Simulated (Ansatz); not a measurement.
# Hf (P6_3/mmc): energy and pressure against volume

An exercise on one series of results from a longer session: the logs are not shown, and one member is left open.

Program: Ansatz 0.2.0. Level of theory: DFT PBE, scalar-relativistic, plane waves, PAW. These are calculated values, not measurements.

### The system as given

It takes space group P6_3/mmc (No. 194, hexagonal). The conventional cell has a = 3.206 Å, b = 3.206 Å, c = 5.065 Å, α = 90.00°, β = 90.00°, γ = 120.00°. Hf (site symmetry -6m2) has 12 Hf at 3.14 to 3.21 Å as nearest neighbours.

Structure file:

```cif
data_structure
_symmetry_space_group_name_H-M 'P 1'
_symmetry_Int_Tables_number 1
_cell_length_a 3.2058
_cell_length_b 3.2058
_cell_length_c 5.0655
_cell_angle_alpha 90.000
_cell_angle_beta 90.000
_cell_angle_gamma 120.000
_cell_volume 45.08
loop_
_atom_site_label
_atom_site_type_symbol
_atom_site_fract_x
_atom_site_fract_y
_atom_site_fract_z
_atom_site_occupancy
Hf1 Hf 0.33333 0.66667 0.25000 1
Hf2 Hf 0.66667 0.33333 0.75000 1
```

An earlier run at PBE left this cell at 22.542 Å³/atom and -0.01 GPa (16×16×10 mesh).

Set-up of the first run:

The input, input.yaml:

```yaml
crystal:
  lattice:
    - [3.1624455814, 0.0, 0.0]
    - [-1.5812227907, 2.7387582116, 0.0]
    - [0.0, 0.0, 4.9970364049]
  atoms:
    - { symbol: Hf, position: [0.3333333333, 0.6666666667, 0.25] }
    - { symbol: Hf, position: [0.6666666667, 0.3333333333, 0.75] }
basis:
  ecutwfc: 420
  ecutrho_ratio: 4
kpoints:
  mp_grid: { grid: [16, 16, 10] }
hamiltonian:
  xc: pbe
scf:
  occupations: { method: gaussian, width: 0.05 }
output:
  forces: true
  stress: true
  eigenvalues: true
relax:
  f_tol: 0.01
  max_steps: 40
  cell: { stress_tol: 0.1, fix: [volume] }
```

Run with:

```sh
ansatz run input.yaml --threads 1 --pin off --max-ram 2560MiB --backend cpu --events-out ev --progress --plain --runs-dir out
```

Among the steps run: Volume × 0.96; Volume × 1.04; Volume × 0.92; Volume × 0.88; Volume × 0.84; Volume × 0.8; Volume × 0.76; Volume × 0.72.

One of the session's tables, all rows but one given; the rest of the session is left out.

It belongs to the step «The curve». 

| volume (Å³/atom) | energy above the lowest (meV/atom) | pressure (GPa) |
| --- | --- | --- |
| 16.230 | 938.8 | 60.4 |
| 17.132 | ? | ? |
| 18.033 | 414.4 | 34.6 |
| 18.935 | 247.2 | 25.0 |
| 19.837 | 129.3 | 16.9 |
| 20.738 | 53.9 | 10.2 |
| 21.640 | 12.5 | 4.6 |
| 22.542 | 0.0 | 0.0 |
| 23.443 | 11.1 | -3.9 |

Q: Estimate the row for volume (Å³/atom) = 17.132 from the others.

Worked estimate for «energy above the lowest (meV/atom)». A straight line through the neighbours (16.230, 938.8) and (18.033, 414.4) gives 938.8 + (414.4 − 938.8) × (17.132 − 16.230) / (18.033 − 16.230) = 676.5; a parabola fitted to 3 rows on both sides gives 644.8.

As computed: energy above the lowest (meV/atom): 640.5; pressure (GPa): 46.2. In «energy above the lowest (meV/atom)» the line misses by +36.0 and the parabola by +4.3.

Limits of these values: The k mesh is not the same at all volumes. Other structures may be lower in enthalpy at these pressures.
